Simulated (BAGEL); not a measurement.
**Si2H5OF (SMILES F[SiH2]O[SiH3]) at HF/def2-SVP (density fitting with qzvpp-jkfit)**

Aim: the energy change on altering one bond length of Si2H5OF at HF/def2-SVP (density fitting with qzvpp-jkfit), from 2 runs. 

The calculation is run with BAGEL 1.2.2.

1 further run of the same task is left out (set aside as unsound or not needed). Runs told in other sessions of the task aren't counted.

### 1 The system as given

The species is Si2H5OF (9 atoms), meant as a singlet with charge 0. As SMILES, `F[SiH2]O[SiH3]`. Geometry: relaxed at PBE0-D4/def2-TZVP. This is one conformer, not always the lowest.

Bond lengths: F1–Si2 1.594 Å, Si2–O3 1.616 Å, O3–Si4 1.641 Å, Si2–H5 1.476 Å, Si2–H6 1.480 Å, Si4–H7 1.482 Å, Si4–H8 1.483 Å, Si4–H9 1.486 Å. Some angles: F1–Si2–O3 109.6°, Si2–O3–Si4 148.9°, F1–Si2–H5 107.7°, F1–Si2–H6 107.0°, O3–Si2–H5 108.7°, O3–Si2–H6 110.5°, O3–Si4–H7 108.1°, O3–Si4–H8 109.6°, O3–Si4–H9 109.9°, H5–Si2–H6 113.2°.

### 2 A single-point energy at HF/def2-SVP (density fitting with qzvpp-jkfit)

The input, job.json:

```json
{ "bagel": [

{
  "title": "molecule",
  "basis": "svp",
  "df_basis": "qzvpp-jkfit",
  "angstrom": true,
  "geometry": [
    { "atom": "F", "xyz": [   -1.694000,    1.210500,   -1.272300 ] },
    { "atom": "Si", "xyz": [   -0.171500,    1.320100,   -0.812600 ] },
    { "atom": "O", "xyz": [    0.351200,   -0.127900,   -0.321100 ] },
    { "atom": "Si", "xyz": [    0.285400,   -1.347000,    0.774900 ] },
    { "atom": "H", "xyz": [    0.623200,    1.737300,   -1.984500 ] },
    { "atom": "H", "xyz": [   -0.123700,    2.293600,    0.301100 ] },
    { "atom": "H", "xyz": [    1.618500,   -1.993000,    0.825600 ] },
    { "atom": "H", "xyz": [   -0.738800,   -2.335100,    0.357400 ] },
    { "atom": "H", "xyz": [   -0.061900,   -0.805000,    2.114200 ] }
  ]
},
{ "title": "hf" },
{ "title": "print", "file": "orbitals.molden", "orbitals": true }

]}
```

Launch:

```bash
BAGEL_NUM_THREADS=1 BAGEL job.json > job.out
```

What it wrote:

```text
* using 1 threads per process

  ===============================================================
  ===============================================================

  *** Geometry ***

  { "atom" : "F", "xyz" : [     -3.201196,      2.287513,     -2.404299 ] },
  { "atom" : "Si", "xyz" : [     -0.324088,      2.494627,     -1.535591 ] },
  { "atom" : "O", "xyz" : [      0.663672,     -0.241696,     -0.606791 ] },
  { "atom" : "Si", "xyz" : [      0.539328,     -2.545461,      1.464349 ] },
  { "atom" : "H", "xyz" : [      1.177677,      3.283021,     -3.750161 ] },
  { "atom" : "H", "xyz" : [     -0.233759,      4.334276,      0.568997 ] },
  { "atom" : "H", "xyz" : [      3.058522,     -3.766224,      1.560158 ] },
  { "atom" : "H", "xyz" : [     -1.396130,     -4.412699,      0.675388 ] },
  { "atom" : "H", "xyz" : [     -0.116974,     -1.521230,      3.995259 ] },

  Number of auxiliary basis functions:      500

  Since a DF basis is specified, we compute 2- and 3-index integrals:
    o Being stored without compression. Storage requirement is 0.032 GB

  Number of basis functions:       89
  Number of electrons      :       50

    * METHOD: MOLECULE                             0.17

  *** RHF ***

  === Nuclear Repulsion ===
   231.1779326507

      * DIIS with orbital gradients will be used.

  === RHF iteration (svp) ===
      0       -754.67214292          0.01881026           0.05
      1       -754.81623993          0.01246112           0.05
      2       -754.90035017          0.00107880           0.05
      3       -754.90143522          0.00031321           0.05
      4       -754.90149413          0.00007213           0.05
      5       -754.90149820          0.00001179           0.05
      6       -754.90149837          0.00000279           0.05
      7       -754.90149838          0.00000064           0.05
      8       -754.90149838          0.00000014           0.05
      9       -754.90149838          0.00000004           0.05
     10       -754.90149838          0.00000002           0.05
     11       -754.90149838          0.00000000           0.05
    * SCF iteration converged.

    * Permanent dipole moment:
           (   -0.446653,     0.014961,    -0.353996) a.u.

    * METHOD: HF                                   0.72

    * METHOD: PRINT                                0.01

  ===============================================================
```

Run time: 1.1 s. Hardware: 1 thread of AMD EPYC 9R45 (Zen 5), shared host; peak memory 0.13 GiB.

### 3 The distorted shape at the same level

The input, hf.json:

```json
{ "bagel": [

{
  "title": "molecule",
  "basis": "svp",
  "df_basis": "qzvpp-jkfit",
  "angstrom": "true",
  "geometry": [
    { "atom": "F", "xyz": [      -0.464929,       2.396250,      -0.771287 ] },
    { "atom": "Si", "xyz": [       1.057571,       2.505850,      -0.311587 ] },
    { "atom": "O", "xyz": [       1.580271,       1.057850,       0.179913 ] },
    { "atom": "Si", "xyz": [       1.514471,      -0.161250,       1.275913 ] },
    { "atom": "H", "xyz": [       1.852271,       2.923050,      -1.483487 ] },
    { "atom": "H", "xyz": [       1.105371,       3.479350,       0.802113 ] },
    { "atom": "H", "xyz": [       2.847571,      -0.807250,       1.326613 ] },
    { "atom": "H", "xyz": [      -0.738800,      -2.335100,       0.357400 ] },
    { "atom": "H", "xyz": [       1.167171,       0.380750,       2.615213 ] }
  ]
},

{ "title": "hf" },

{ "title": "print", "file": "orbitals.molden", "orbitals": "true" }

]}
```

Launch:

```bash
BAGEL_NUM_THREADS=1 BAGEL hf.json > hf.out
```

What it wrote:

```text
* using 1 threads per process

  ===============================================================
  ===============================================================

  *** Geometry ***

  { "atom" : "F", "xyz" : [     -0.878588,      4.528256,     -1.457521 ] },
  { "atom" : "Si", "xyz" : [      1.998520,      4.735370,     -0.588814 ] },
  { "atom" : "O", "xyz" : [      2.986279,      1.999047,      0.339986 ] },
  { "atom" : "Si", "xyz" : [      2.861935,     -0.304718,      2.411126 ] },
  { "atom" : "H", "xyz" : [      3.500285,      5.523764,     -2.803384 ] },
  { "atom" : "H", "xyz" : [      2.088848,      6.575019,      1.515774 ] },
  { "atom" : "H", "xyz" : [      5.381129,     -1.525481,      2.506935 ] },
  { "atom" : "H", "xyz" : [     -1.396130,     -4.412699,      0.675388 ] },
  { "atom" : "H", "xyz" : [      2.205634,      0.719513,      4.942036 ] },

  Number of auxiliary basis functions:      500

  Since a DF basis is specified, we compute 2- and 3-index integrals:
    o Being stored without compression. Storage requirement is 0.032 GB

  Number of basis functions:       89
  Number of electrons      :       50

    * METHOD: MOLECULE                             0.18

  *** RHF ***

  === Nuclear Repulsion ===
   226.9084557898

      * DIIS with orbital gradients will be used.

  === RHF iteration (svp) ===
      0       -754.43811054          0.01920944           0.06
      1       -754.61034690          0.01255016           0.05
      2       -754.69983313          0.00104430           0.05
      3       -754.70094851          0.00037950           0.05
      4       -754.70106411          0.00008018           0.05
      5       -754.70106978          0.00002179           0.05
      6       -754.70107031          0.00000827           0.05
      7       -754.70107040          0.00000200           0.05
      8       -754.70107040          0.00000083           0.05
      9       -754.70107040          0.00000031           0.05
     10       -754.70107040          0.00000011           0.05
     11       -754.70107040          0.00000005           0.05
     12       -754.70107040          0.00000002           0.05
     13       -754.70107040          0.00000000           0.05
    * SCF iteration converged.

    * Permanent dipole moment:
           (   -1.446917,    -1.068908,    -0.714131) a.u.

    * METHOD: HF                                   0.87

    * METHOD: PRINT                                0.01

  ===============================================================
```

Run time: 1.3 s. Hardware: 1 thread of AMD EPYC 9R45 (Zen 5), shared host; peak memory 0.13 GiB.

### 4 Summary of results

Level: HF/def2-SVP (density fitting with qzvpp-jkfit).

```
                                                          quantity          value
                                         first shape: total energy  -754.90150 Eh
                                        first shape: dipole moment         1.45 D
                                          first shape: HOMO energy      -12.57 eV
                                          first shape: LUMO energy        3.96 eV
                                        first shape: HOMO–LUMO gap       16.53 eV
                                     distorted shape: total energy  -754.70107 Eh
                                    distorted shape: dipole moment         4.92 D
                                      distorted shape: HOMO energy       -7.97 eV
                                      distorted shape: LUMO energy       -0.75 eV
                                    distorted shape: HOMO–LUMO gap        7.22 eV
energy change with the Si4–H8 bond stretched from 1.483 to 3.263 Å       5.454 eV
```

One bond (distorted shape) is far stretched, which a spin-restricted single reference describes badly; a broken-symmetry solution may lie lower. With the Si4–H8 bond stretched from 1.483 to 3.263 Å the energy rises by 5.45 eV (526 kJ/mol). The first shape isn't relaxed at this level, so the change isn't measured from a minimum. A restricted reference can't describe the breaking bond well at this length.
